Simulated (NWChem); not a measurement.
# A workflow on the pair SiH2S···SiNH2F

Wanted: a single-point energy (singlet Si2NH4SF, MP2/cc-pVDZ), then a single-point energy (singlet SiH2S, MP2/cc-pVDZ), then the energy (singlet SiNH2F, MP2/cc-pVDZ), then a single-point energy (singlet SiH2S, MP2/cc-pVDZ), then a single-point energy (singlet SiNH2F, MP2/cc-pVDZ) of FH4NSSi2 and its partners. 

Program for the calculation: NWChem 7.3.0.

**1. Starting point**

The species is Si2NH4SF (9 atoms), meant as a singlet with charge 0. The two molecules were placed rigidly side by side, at 0.85 times their contact distance; the pair isn't optimised.

Bond lengths: Si1–S2 2.115 Å, N5–Si6 1.702 Å, Si6–F7 1.622 Å, Si1–H3 1.525 Å, S2–H4 1.346 Å, N5–H8 1.010 Å, N5–H9 1.008 Å. Angles: N5–Si6–F7 98.5°, Si1–S2–H4 97.5°, S2–Si1–H3 89.3°, Si6–N5–H8 125.0°, Si6–N5–H9 122.2°, H8–N5–H9 112.8°. A long bond or contact: Si1–Si6 3.618 Å.

**2. The energy at MP2/cc-pVDZ (run 1)**

The input, mymol.nw:

```
start mymol
title "FH4NSSi2"
memory 2200 mb
geometry units angstroms noautosym nocenter noautoz
  Si   -0.276680   -1.059300    0.166180
  S     0.176620    0.973900   -0.201520
  H     1.003620   -1.175700    0.986480
  H    -0.903580    1.261100   -0.951120
  N     2.227900   -4.212260   -1.606760
  Si    2.112480   -3.772970    0.033580
  F     3.695140   -3.612530    0.350970
  H     3.091820   -4.311230   -2.121230
  H     1.413630   -4.403030   -2.169790
end
basis spherical bse
  * library cc-pVDZ
end
scf
  thresh 1e-08
  maxiter 80
  print low
end
mp2
  freeze core 17
  tight
end
task mp2 energy
```

Started as:

```console
$ nwchem mymol.nw > mymol.out
```

Log:

```text
[...]
  functions       =   102
[...]
  wavefunction    = RHF
[...]
         Total SCF energy =  -1131.653284333499
      One-electron energy =  -2145.809763733320
      Two-electron energy =    724.436891165795
 Nuclear repulsion energy =    289.719588234026
        Time for solution =     67.1s
[...]
          Total MP2 energy         -1132.315747605579
[...]
```

It took 79 s on 1 thread of Intel Xeon 6975P-C (Granite Rapids), shared host; peak memory 0.29 GiB.

**3. SiH2S: a single-point energy at MP2/cc-pVDZ (run 2)**

The input, h2ssi.nw:

```
start h2ssi
memory stack 880 mb heap 220 mb global 1100 mb
geometry units angstroms noautosym nocenter noautoz
   Si      -0.276680      -1.059300       0.166180
   S        0.176620       0.973900      -0.201520
   H        1.003620      -1.175700       0.986480
   H       -0.903580       1.261100      -0.951120
end
basis spherical bse
   Si library cc-pVDZ
   S library cc-pVDZ
   H library cc-pVDZ
end
scf
   singlet
   rhf
   thresh 1e-08
   maxiter 80
   noprint "final vectors analysis"
end
mp2
   freeze core 10
   tight
end
task mp2
```

Started as:

```console
$ nwchem h2ssi.nw > h2ssi.out
```

Log:

```text
[...]
  functions       =    46
[...]
  wavefunction    = RHF
[...]
         Total SCF energy =   -687.611200815901
      One-electron energy =  -1098.000317600360
      Two-electron energy =    336.996033531143
 Nuclear repulsion energy =     73.393083253316
        Time for solution =     10.8s
[...]
          Total MP2 energy          -687.830026888666
[...]
```

Wall time 14 s (1 thread of Intel Xeon 6975P-C (Granite Rapids), shared host); peak memory 0.1 GiB.

**4. SiNH2F: a single-point energy at MP2/cc-pVDZ (run 3)**

The input, m1.nw:

```
start m1
memory total 2200 mb
charge 0

geometry noautosym nocenter noautoz
  N     2.227900   -4.212260   -1.606760
  Si    2.112480   -3.772970    0.033580
  F     3.695140   -3.612530    0.350970
  H     3.091820   -4.311230   -2.121230
  H     1.413630   -4.403030   -2.169790
end

basis spherical bse
  * library cc-pVDZ
end

scf
  thresh 1e-08
  maxiter 80
  print low
end

mp2
  freeze core 7
  tight
end

task mp2 energy
```

Started as:

```console
$ nwchem m1.nw > m1.out
```

Log:

```text
[...]
  functions       =    56
[...]
  wavefunction    = RHF
[...]
         Total SCF energy =   -444.047208873056
      One-electron energy =   -818.737618092259
      Two-electron energy =    272.914093461923
 Nuclear repulsion energy =    101.776315757280
        Time for solution =      9.6s
[...]
          Total MP2 energy          -444.486315038512
[...]
```

It took 12 s on 1 thread of Intel Xeon 6975P-C (Granite Rapids), shared host; peak memory 0.11 GiB.

**5. SiH2S among ghost functions: a single-point energy at MP2/cc-pVDZ (with ghost functions) (run 4)**

The input, h2ssi.nw:

```
start h2ssi
title "H2SSi energy"
memory total 2200 mb

geometry units angstrom noautosym nocenter noautoz
  Si   -0.276680   -1.059300    0.166180
  S     0.176620    0.973900   -0.201520
  H     1.003620   -1.175700    0.986480
  H    -0.903580    1.261100   -0.951120
  bqN      2.227900    -4.212260    -1.606760
  bqSi     2.112480    -3.772970     0.033580
  bqF      3.695140    -3.612530     0.350970
  bqH      3.091820    -4.311230    -2.121230
  bqH      1.413630    -4.403030    -2.169790
end

basis spherical bse
  Si library cc-pVDZ
  S library cc-pVDZ
  H library cc-pVDZ
  bqN library N cc-pVDZ
  bqSi library Si cc-pVDZ
  bqF library F cc-pVDZ
  bqH library H cc-pVDZ
end

scf
  nopen 0
  rhf
  thresh 1e-08
  maxiter 80
  print low
end

mp2
  freeze core 10
  tight
end

task mp2 energy
```

Started as:

```console
$ nwchem h2ssi.nw > h2ssi.out
```

Log:

```text
[...]
  functions       =   102
[...]
  wavefunction    = RHF
[...]
         Total SCF energy =   -687.611369676059
      One-electron energy =  -1097.995871371693
      Two-electron energy =    336.991418442318
 Nuclear repulsion energy =     73.393083253316
        Time for solution =     49.9s
[...]
          Total MP2 energy          -687.830535459292
[...]
```

It took 61 s on 1 thread of Intel Xeon 6975P-C (Granite Rapids), shared host; peak memory 0.19 GiB.

**6. SiNH2F among ghost functions: a single-point energy at MP2/cc-pVDZ (with ghost functions) (run 5)**

The input, fh2nsi.nw:

```
start fh2nsi
memory stack 880 mb heap 220 mb global 1100 mb
geometry units angstrom noautosym nocenter noautoz
 N      2.227900    -4.212260    -1.606760
 Si     2.112480    -3.772970     0.033580
 F      3.695140    -3.612530     0.350970
 H      3.091820    -4.311230    -2.121230
 H      1.413630    -4.403030    -2.169790
 bqSi    -0.276680    -1.059300     0.166180
 bqS      0.176620     0.973900    -0.201520
 bqH      1.003620    -1.175700     0.986480
 bqH     -0.903580     1.261100    -0.951120
end
basis spherical bse
 N library cc-pVDZ
 Si library cc-pVDZ
 F library cc-pVDZ
 H library cc-pVDZ
 bqSi library Si cc-pVDZ
 bqS library S cc-pVDZ
 bqH library H cc-pVDZ
end
scf
 thresh 1e-08
 maxiter 80
 noprint "final vectors analysis"
end
mp2
 freeze core 7
 tight
end
task mp2 energy
```

Started as:

```console
$ nwchem fh2nsi.nw > fh2nsi.out
```

Log:

```text
[...]
  functions       =   102
[...]
  wavefunction    = RHF
[...]
         Total SCF energy =   -444.047913813255
      One-electron energy =   -818.704251332079
      Two-electron energy =    272.880021761544
 Nuclear repulsion energy =    101.776315757280
        Time for solution =     47.1s
[...]
          Total MP2 energy          -444.487560388398
[...]
```

Wall time 58 s (1 thread of Intel Xeon 6975P-C (Granite Rapids), shared host); peak memory 0.24 GiB.

**7. Results**

| quantity | value |
| --- | --- |
| run 1, MP2/cc-pVDZ: total energy | -1132.31575 Eh |
| run 1, MP2/cc-pVDZ: correlation energy (17 core orbitals frozen) | -662.5 mEh |
| SiH2S: total energy | -687.83003 Eh |
| SiH2S: correlation energy (10 core orbitals frozen) | -218.8 mEh |
| SiNH2F: total energy | -444.48632 Eh |
| SiNH2F: correlation energy (7 core orbitals frozen) | -439.1 mEh |
| SiH2S among ghost functions: total energy | -687.83054 Eh |
| SiH2S among ghost functions: correlation energy (10 core orbitals frozen) | -219.2 mEh |
| SiNH2F among ghost functions: total energy | -444.48756 Eh |
| SiNH2F among ghost functions: correlation energy (7 core orbitals frozen) | -439.6 mEh |
| interaction energy of the rigid parts SiH2S and SiNH2F (parts in their own basis; closest atoms 2.98 Å apart) | 0.016 eV |
| interaction energy of the rigid parts SiH2S and SiNH2F (parts in the whole basis, counterpoise; closest atoms 2.98 Å apart) | 0.064 eV |

**Reading.** The interaction energy of the rigid parts SiH2S and SiNH2F (parts in their own basis; closest atoms 2.98 Å apart) is 0.02 eV (1.6 kJ/mol). Without counterpoise this holds the superposition error of the basis. The interaction energy of the rigid parts SiH2S and SiNH2F (parts in the whole basis, counterpoise; closest atoms 2.98 Å apart) is 0.06 eV (6.2 kJ/mol): the parts repel at this shape. The basis-set superposition error is 4.6 kJ/mol. Mulliken charges (SiH2S) run from -0.23 on S2 to +0.26 on Si1; they depend strongly on the basis.
